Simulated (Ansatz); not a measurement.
This was printed by a script on the Python package of Ansatz (0.2.0), for a single point in a Gaussian basis of CH4GeS, SMILES [CH2]1[S][GeH2]1. What did the script look like? Level of theory: LC-wPBE, def2-TZVP basis, multiplicity 1.

```xyz
7

C    -0.7191   -0.2815   -0.5112
S    -0.4877   -1.4787    0.7183
Ge    0.7432    0.4097    0.3786
H    -0.4869   -0.5825   -1.5566
H    -1.6789    0.3588   -0.3581
H     0.5192    1.4559    1.5189
H     2.1714    0.0502   -0.2356
```

```console
$ python energy_ch4ges.py
reference energy    -68444.350331 eV
total energy        -68444.350331 eV
occupied orbitals outside the frozen core (up, down): [29, 29]  frozen: 0  virtual: [111, 111]
```

One script that gives this output:

Script `energy_ch4ges.py`:
```python
'''Single point of CH4GeS in a Gaussian basis.'''

import ansatz as az

GEOMETRY = '''
C    -0.71910   -0.28150   -0.51120
S    -0.48770   -1.47870    0.71830
Ge    0.74320    0.40970    0.37860
H    -0.48690   -0.58250   -1.55660
H    -1.67890    0.35880   -0.35810
H     0.51920    1.45590    1.51890
H     2.17140    0.05020   -0.23560
'''

molecule = az.Crystal.molecule()
for line in GEOMETRY.strip().splitlines():
    symbol, *xyz = line.split()
    molecule = molecule.atom(symbol, [float(v) for v in xyz])

setup = (
    molecule.calculation()
    .basis(gaussian='def2-TZVP')
    .functional('LC-wPBE')
)
out = setup.run()
rep = out.report

print('reference energy %16.6f eV' % rep['reference_energy_ev'])
print('total energy     %16.6f eV' % rep['free_energy_ev'])
print('occupied orbitals outside the frozen core (up, down):', rep['n_occupied'], ' frozen:', rep['n_frozen'], ' virtual:', rep['n_virtual'])
```

Reading the output:
- The settings weren't tested for convergence.
- The geometry is a force-field or estimated start, not a minimum of this method, and the basis set is short of its limit.
- Run time: 4 s on 1 thread of Arm Neoverse V2, with other jobs on the host, peak memory 0.27 GiB.

(Lines on the test bed's own set-up are left out of the output.)
